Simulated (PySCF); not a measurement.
# CHF3O2S: electronic excitations and core binding energies

Wanted: the electronic excitations and core binding energies of CHF3O2S (`O=S(=O)(F)C(F)F`), by calculation.

Programs: PySCF 2.14.0, with density-fitted response routines of our own. Each step states its level of theory. These are calculated values for one molecule in the gas phase, unless marked as measured. Atoms are numbered from 0 throughout.

## 1. The starting structure

8 atoms, charge 0, multiplicity 1; geometry from: GFN2-xTB.

Bonds of the start (Å): O0–S1 1.41, S1–O2 1.41, S1–F3 1.63, S1–C4 1.85, C4–F5 1.33, C4–F6 1.33, C4–H7 1.10.

## 2. Excited states and response: B3LYP/def2-SVPD

The job: settings as JSON, then the geometry in Å.

```
{"job": {"kind": "uv", "xc": "B3LYP", "basis": "def2-SVPD", "nstates": 8, "ntriplets": 3}, "charge": 0, "multiplicity": 1}
O     -0.973376     1.646995    -0.397573
S     -0.854677     0.249995    -0.271402
O     -1.418322    -0.649283    -1.201332
F     -1.450391    -0.161081     1.191681
C      0.873761    -0.260653     0.137750
F      1.533534    -0.214022    -1.021510
F      1.368103     0.658747     0.958709
H      0.930425    -1.261285     0.579110
```

Method: TDDFT B3LYP/def2-SVPD, vertical, gas phase, core orbitals frozen in the response.

On the command line:

```bash
> OMP_NUM_THREADS=1 python probes_run.py task.json out
```

One launch serves the whole session: the jobs run in the order shown.

Log:

```text
coarse grid: 8760 points
cycle   1  E = -885.8769240919  dE =  1.912e+00  |g| = 1.369e+00  |ddm| = 3.738e+00
cycle   2  E = -884.6135984626  dE =  1.263e+00  |g| = 2.955e+00  |ddm| = 3.520e+00
cycle   3  E = -886.2132292843  dE = -1.600e+00  |g| = 2.576e-01  |ddm| = 2.612e+00
cycle   4  E = -886.2189465147  dE = -5.717e-03  |g| = 1.957e-01  |ddm| = 3.346e-01
cycle   5  E = -886.2252620684  dE = -6.316e-03  |g| = 2.763e-02  |ddm| = 1.413e-01
cycle   6  E = -886.2254031935  dE = -1.411e-04  |g| = 1.159e-02  |ddm| = 3.462e-02
cycle   7  E = -886.2254247437  dE = -2.155e-05  |g| = 4.683e-03  |ddm| = 1.204e-02
cycle   8  E = -886.2254287638  dE = -4.020e-06  |g| = 1.026e-03  |ddm| = 4.306e-03
final grid: 85560 points
cycle   9  E = -886.3360448382  dE = -1.926e-05  |g| = 5.652e-03  |ddm| = 3.277e-02
cycle  10  E = -886.3360337256  dE =  1.111e-05  |g| = 9.753e-03  |ddm| = 1.130e-02
cycle  11  E = -886.3360502058  dE = -1.648e-05  |g| = 1.091e-03  |ddm| = 7.330e-03
cycle  12  E = -886.3360504191  dE = -2.133e-07  |g| = 3.276e-04  |ddm| = 1.111e-03
cycle  13  E = -886.3360504374  dE = -1.830e-08  |g| = 9.768e-05  |ddm| = 3.195e-04
cycle  14  E = -886.3360504392  dE = -1.791e-09  |g| = 2.712e-05  |ddm| = 1.078e-04
cycle  15  E = -886.3360504393  dE = -1.178e-10  |g| = 9.346e-06  |ddm| = 2.713e-05
converged SCF energy = -886.3360504393

Static polarisability (au): isotropic 42.882, principal 40.149 42.923 45.573

Singlet excitations
state   eV       nm        f      main configurations
  1   7.8100    158.8   0.00330   H->L 0.69, H-2->L 0.11, H->L+1 0.10
  2   7.9900    155.2   0.00992   H-1->L 0.75, H->L 0.11, H-1->L+1 0.09
  3   8.1637    151.9   0.00244   H->L+1 0.69, H-1->L+1 0.12
  4   8.5002    145.9   0.10209   H-1->L+1 0.64, H->L+1 0.13, H-2->L 0.12
  5   8.6679    143.0   0.03148   H-2->L+1 0.44, H-2->L 0.38
  6   8.7691    141.4   0.02781   H-2->L+1 0.44, H-2->L 0.26, H-1->L+2 0.08
  7   9.2950    133.4   0.00738   H->L+2 0.84, H-3->L 0.09
  8   9.4276    131.5   0.01866   H-1->L+2 0.73, H-3->L 0.08

Triplet excitations (Tamm-Dancoff, eV): 7.2093 7.4049 7.6219
```

It took 24 s on 1 thread of Arm Neoverse V1, shared host; peak memory 0.64 GiB.

Frontier orbitals and where they lie:

```tsv
orbital	eV	atoms
HOMO−3	-11.79	O0 33 %, O2 29 %, F3 22 %
HOMO−2	-10.78	O0 42 %, O2 40 %, S1 11 %
HOMO−1	-10.27	O0 29 %, O2 22 %, C4 13 %
HOMO	-10.20	O2 45 %, O0 30 %, F3 8 %
LUMO	-0.94	S1 30 %, O0 15 %, O2 14 %
LUMO+1	-0.75	S1 29 %, C4 18 %, F3 17 %
LUMO+2	0.27	S1 31 %, F6 14 %, C4 12 %
```

With each of the 8 states as a Gaussian band of 0.4 eV half-width at 1/e, the curve within the window shown has maxima at 144 nm (ε 6,200) L/(mol cm). Beyond the last state computed it falls off for lack of states. The curve at chosen wavelengths:

```
 nm  ε (L/mol/cm)
127           528
129           868
131          1145
132          1256
134          1530
136          2105
138          3141
139          3795
141          5116
143          6020
145          6141
146          5892
148          4941
150          3725
152          2599
153          2133
155          1418
157           948
159           639
160           523
162           346
164           219
166           132
167           100
169            55
171            28
```

Leading natural transition orbitals of singlet state 4: the hole lies on O2 34 %; O0 14 %; C4 13 %; the particle on H7 18 %; O0 18 %; S1 16 %.

Leading natural transition orbitals of singlet state 1: the hole lies on O2 52 %; O0 37 %; the particle on S1 37 %; F3 17 %; O0, O2 about 14 % each.

Ground-state properties from the same run:

```tsv
property	computed
dipole moment (D)	2.79
polarisability (Å³)	6.35
HOMO–LUMO gap (eV)	9.26
−ε(HOMO) (eV)	10.20
```

The fields below are evaluated on a grid from the run's orbitals.

Frontier orbitals at B3LYP/def2-SVPD, with the share of their density that lies nearest to each atom:

```tsv
orbital	energy (eV)	lies on
HOMO	-10.20	O2 47 %; O0 31 %; F3 7 %
LUMO	-0.94	S1 31 %; O0, O2 about 13 % each; F5 12 %
```

ELF in a plane through or near 2 of the atoms.

Values, 10 rows by 14 columns:
```
0.00 0.00 0.00 0.00 0.00 0.00 0.00 0.00 0.00 0.00 0.00 0.00 0.00 0.00
0.00 0.00 0.00 0.00 0.00 0.00 0.00 0.00 0.00 0.00 0.00 0.00 0.00 0.00
0.00 0.00 0.00 0.10 0.28 0.34 0.15 0.00 0.01 0.01 0.00 0.00 0.00 0.00
0.00 0.00 0.11 0.59 0.88 0.86 0.53 0.02 0.07 0.07 0.03 0.00 0.00 0.00
0.00 0.00 0.05 0.34 0.67 0.79 0.38 0.40 0.41 0.43 0.16 0.03 0.00 0.00
0.00 0.00 0.01 0.06 0.33 0.29 0.56 0.70 0.80 0.16 0.40 0.05 0.00 0.00
0.00 0.00 0.11 0.52 0.76 0.71 0.20 0.30 0.70 0.79 0.68 0.38 0.05 0.00
0.00 0.00 0.03 0.33 0.61 0.61 0.14 0.17 0.73 0.86 0.79 0.44 0.05 0.00
0.00 0.00 0.00 0.00 0.01 0.01 0.00 0.02 0.16 0.25 0.17 0.03 0.00 0.00
0.00 0.00 0.00 0.00 0.00 0.00 0.00 0.00 0.00 0.00 0.00 0.00 0.00 0.00
```
The map spans 8.0 Å across and 7.8 Å up, centred on the molecule. Atoms in the plane (x, y in Å): S1 (0.9, -0.1), C4 (-0.9, 0.0).

On the surface of density 0.002 e/bohr³ the electrostatic potential runs, from the 1st to the 99th percentile, from -0.81 V near O0 to 2.27 V near H7.

## 3. Core holes by ΔSCF: SCAN, X2C

Settings changed since step 2:

```diff
@@ -1,2 +1,2 @@
-{"job": {"kind": "uv", "xc": "B3LYP", "basis": "def2-SVPD", "nstates": 8, "ntriplets": 3}, "charge": 0, "multiplicity": 1}
+{"job": {"kind": "xps"}, "charge": 0, "multiplicity": 1}
 O     -0.973376     1.646995    -0.397573
```

Method: delta-SCF UKS SCAN, pcX-2 on the ionised atom, pcseg-1 elsewhere, spin-free X2C.

Log:

```text
ground state, core basis on atom 0 (O), 138 functions
  cycle   1  E = -887.63153995  |g| = 1.35e+00
  cycle   2  E = -885.86371522  |g| = 3.33e+00
  cycle   3  E = -887.92858856  |g| = 4.03e-01
  cycle   4  E = -887.94489994  |g| = 2.87e-01
  cycle   5  E = -887.95787186  |g| = 6.97e-02
  cycle   6  E = -887.95859444  |g| = 3.73e-02
  cycle   7  E = -887.95883995  |g| = 1.13e-02
  cycle   8  E = -887.95886243  |g| = 3.17e-03
  cycle   9  E = -887.95886423  |g| = 9.45e-04
  cycle  10  E = -887.95886201  |g| = 3.11e-04
  E(ground) = -887.97498133 Eh
hole in O 1s of atom 0
  cycle   1  E = -867.29704086  |g| = 2.23e+00
  cycle   2  E = -866.35871127  |g| = 2.48e+00
  cycle   3  E = -867.80791867  |g| = 8.98e-01
  cycle   4  E = -867.89658636  |g| = 7.65e-01
  cycle   5  E = -868.10396973  |g| = 2.23e-01
  cycle   6  E = -868.11761232  |g| = 1.19e-01
  cycle   7  E = -868.12223258  |g| = 2.29e-02
  cycle   8  E = -868.12244714  |g| = 6.18e-03
  cycle   9  E = -868.12245848  |g| = 3.28e-03
  cycle  10  E = -868.12246336  |g| = 9.19e-04
  cycle  11  E = -868.12246192  |g| = 4.03e-04
  E(ion) = -868.14126718 Eh   <S^2> = 0.7639   hole on atom = 1.000   binding energy = 539.703 eV
ground state, core basis on atom 1 (S), 149 functions
  cycle   1  E = -888.13466157  |g| = 4.27e-01
  cycle   2  E = -888.12514352  |g| = 2.60e-01
  cycle   3  E = -888.11536635  |g| = 3.40e-01
  cycle   4  E = -888.13691392  |g| = 5.19e-02
  cycle   5  E = -888.13738851  |g| = 1.29e-02
  cycle   6  E = -888.13741562  |g| = 4.39e-03
  cycle   7  E = -888.13741990  |g| = 1.87e-03
  cycle   8  E = -888.13741893  |g| = 7.62e-04
  cycle   9  E = -888.13741890  |g| = 1.82e-04
  E(ground) = -888.13933679 Eh
hole in S 1s of atom 1
  cycle   1  E = -795.64645373  |g| = 5.08e+00
  cycle   2  E = -794.72728671  |g| = 3.02e+00
  cycle   3  E = -794.88840956  |g| = 2.16e+00
  cycle   4  E = -796.70907810  |g| = 5.46e-01
  cycle   5  E = -796.75007446  |g| = 4.08e-01
  cycle   6  E = -796.80641006  |g| = 1.91e-01
  cycle   7  E = -796.81906098  |g| = 3.93e-02
  cycle   8  E = -796.81956434  |g| = 1.91e-02
  cycle   9  E = -796.81958472  |g| = 1.79e-02
  cycle  10  E = -796.81971397  |g| = 2.69e-03
  cycle  11  E = -796.81971463  |g| = 1.28e-03
  cycle  12  E = -796.81971544  |g| = 3.06e-04
  E(ion) = -796.81699874 Eh   <S^2> = 0.7521   hole on atom = 1.000   binding energy = 2485.007 eV
hole in S 2p of atom 1
  cycle   1  E = -881.22206897  |g| = 1.55e+00
  cycle   2  E = -880.26961709  |g| = 2.16e+00
  cycle   3  E = -881.38956112  |g| = 8.22e-01
  cycle   4  E = -881.60958495  |g| = 2.60e-01
  cycle   5  E = -881.62332628  |g| = 1.91e-01
  cycle   6  E = -881.63526774  |g| = 6.43e-02
  cycle   7  E = -881.63679802  |g| = 1.51e-02
  cycle   8  E = -881.63688963  |g| = 6.57e-03
  cycle   9  E = -881.63689376  |g| = 6.16e-03
  cycle  10  E = -881.63690894  |g| = 1.20e-03
  cycle  11  E = -881.63690883  |g| = 1.05e-03
  cycle  12  E = -881.63691113  |g| = 2.91e-04
  E(ion) = -881.64909597 Eh   <S^2> = 0.7551   hole on atom = 1.001   binding energy = 176.608 eV
  2p3/2 = 176.057 eV   2p1/2 = 177.297 eV
ground state, core basis on atom 3 (F), 138 functions
  cycle   1  E = -887.96760561  |g| = 1.41e-01
  cycle   2  E = -887.96353696  |g| = 1.74e-01
  cycle   3  E = -887.96778303  |g| = 8.01e-02
  cycle   4  E = -887.96882606  |g| = 1.83e-02
  cycle   5  E = -887.96890605  |g| = 2.30e-03
  cycle   6  E = -887.96890399  |g| = 1.18e-03
  cycle   7  E = -887.96890405  |g| = 3.94e-04
  E(ground) = -887.99176064 Eh
hole in F 1s of atom 3
  cycle   1  E = -861.55645119  |g| = 2.59e+00
  cycle   2  E = -861.22911218  |g| = 2.31e+00
  cycle   3  E = -862.23616536  |g| = 7.81e-01
  cycle   4  E = -862.31410042  |g| = 6.48e-01
  cycle   5  E = -862.46774984  |g| = 8.36e-02
  cycle   6  E = -862.47040105  |g| = 3.88e-02
  cycle   7  E = -862.47094293  |g| = 1.93e-02
  cycle   8  E = -862.47104927  |g| = 9.30e-03
  cycle   9  E = -862.47107833  |g| = 4.09e-03
  cycle  10  E = -862.47108516  |g| = 1.03e-03
  cycle  11  E = -862.47108656  |g| = 2.62e-04
  E(ion) = -862.49966500 Eh   <S^2> = 0.7585   hole on atom = 1.000   binding energy = 693.675 eV
ground state, core basis on atom 4 (C), 138 functions
  cycle   1  E = -887.93358071  |g| = 1.16e-01
  cycle   2  E = -887.92855941  |g| = 2.00e-01
  cycle   3  E = -887.93503891  |g| = 2.74e-02
  cycle   4  E = -887.93508813  |g| = 2.19e-02
  cycle   5  E = -887.93517558  |g| = 2.37e-03
  cycle   6  E = -887.93517510  |g| = 6.34e-04
  cycle   7  E = -887.93517874  |g| = 2.81e-04
  E(ground) = -887.95416252 Eh
hole in C 1s of atom 4
  cycle   1  E = -876.44479943  |g| = 1.50e+00
  cycle   2  E = -868.78612851  |g| = 3.95e+00
  cycle   3  E = -876.40733363  |g| = 1.20e+00
  cycle   4  E = -876.89421053  |g| = 5.53e-01
  cycle   5  E = -876.97936195  |g| = 2.27e-01
  cycle   6  E = -876.99265364  |g| = 1.20e-01
  cycle   7  E = -876.99757860  |g| = 2.77e-02
  cycle   8  E = -876.99774742  |g| = 1.92e-02
  cycle   9  E = -876.99786312  |g| = 9.41e-03
  cycle  10  E = -876.99789839  |g| = 3.78e-03
  cycle  11  E = -876.99790494  |g| = 1.71e-03
  cycle  12  E = -876.99790706  |g| = 5.45e-04
  cycle  13  E = -876.99790792  |g| = 4.34e-04
  E(ion) = -877.01999167 Eh   <S^2> = 0.7786   hole on atom = 1.000   binding energy = 297.534 eV
ground state, core basis on atom 5 (F), 138 functions
  cycle   1  E = -887.96937023  |g| = 1.20e-01
  cycle   2  E = -887.96883044  |g| = 7.68e-02
  cycle   3  E = -887.96902268  |g| = 6.78e-02
  cycle   4  E = -887.96963124  |g| = 7.46e-03
  cycle   5  E = -887.96964219  |g| = 1.71e-03
  cycle   6  E = -887.96964310  |g| = 6.47e-04
  cycle   7  E = -887.96964591  |g| = 1.27e-04
  E(ground) = -887.99149076 Eh
hole in F 1s of atom 5
  cycle   1  E = -861.53866938  |g| = 2.58e+00
  cycle   2  E = -860.65037133  |g| = 2.46e+00
  cycle   3  E = -861.96499716  |g| = 1.02e+00
  cycle   4  E = -862.32317765  |g| = 5.33e-01
  cycle   5  E = -862.40639959  |g| = 1.99e-01
  cycle   6  E = -862.41869417  |g| = 9.95e-02
  cycle   7  E = -862.42175312  |g| = 4.01e-02
  cycle   8  E = -862.42236565  |g| = 1.03e-02
  cycle   9  E = -862.42238524  |g| = 8.19e-03
  cycle  10  E = -862.42241178  |g| = 1.61e-03
  cycle  11  E = -862.42241170  |g| = 7.71e-04
  cycle  12  E = -862.42241339  |g| = 5.31e-04
  cycle  13  E = -862.42241404  |g| = 9.30e-05
  E(ion) = -862.45151684 Eh   <S^2> = 0.7572   hole on atom = 1.000   binding energy = 694.978 eV
```

It took 34 s on 1 thread of Arm Neoverse V1, shared host; peak memory 0.47 GiB.

The holes in one table. −ε is the ground-state orbital energy:

```tsv
hole	stands for	environment	ΔSCF (eV; 2p as the shell's mean)	−ε (eV)	⟨S²⟩
O1s on O0	O0, O2	S=O oxygen	539.70	518.2	0.764
S1s on S1	S1	sulfonyl sulfur	2485.01	2421.8	0.752
S2p on S1	S1	sulfonyl sulfur	176.47	164.3	0.755
F1s on F3	F3	fluorine bonded to S	693.68	668.3	0.758
C1s on C4	C4	sp3 CH bonded to 2 F and S	297.53	280.3	0.779
F1s on F5	F5, F6	fluorine of a CF2 group	694.98	668.8	0.757
```

Each hole run stands for the others of its class of like atoms.

With the spin-orbit splitting: S1 2p3/2 176.06, 2p1/2 177.30 eV. The table gives each 2p level as the mean over the whole 2p shell (two parts 2p3/2, one part 2p1/2), which differs a little from the single hole in the log.

## 4. What came out

| quantity | value |
| --- | --- |
| lowest singlet (B3LYP/def2-SVPD) | 7.81 eV (159 nm), f = 0.003 |
| brightest single state of those computed | state 4, 8.50 eV, f = 0.102 |
| lowest triplet | 7.21 eV |
| surface potential, 1st and 99th percentile | -0.81 V and 2.27 V |
| F1s binding energies, SCAN/pcX-2 | F5 694.98, F3 693.68 eV |
| O1s binding energies, SCAN/pcX-2 | O0 539.70 eV |
| S1s binding energies, SCAN/pcX-2 | S1 2485.01 eV |
| S2p binding energies, SCAN/pcX-2 | S1 176.47 eV |
| C1s binding energies, SCAN/pcX-2 | C4 297.53 eV |

What this shows: The lowest singlet, at 7.81 eV, is HOMO→LUMO 0.69, HOMO−2→LUMO 0.11 and is weak; of the 8 states computed, the strongest absorption comes from state 4 at 8.50 eV. The lowest triplet lies 0.60 eV below the lowest singlet (triplets in Tamm-Dancoff, singlets in full TDDFT). By nearest atom (B3LYP/def2-SVPD), the HOMO sits on O2 47 %; O0 31 % and the LUMO on S1 31 %; O0, O2 about 13 % each. The F1s levels kept as sound span 1.30 eV, from F3 (fluorine bonded to S) up to F5 (fluorine of a CF2 group).
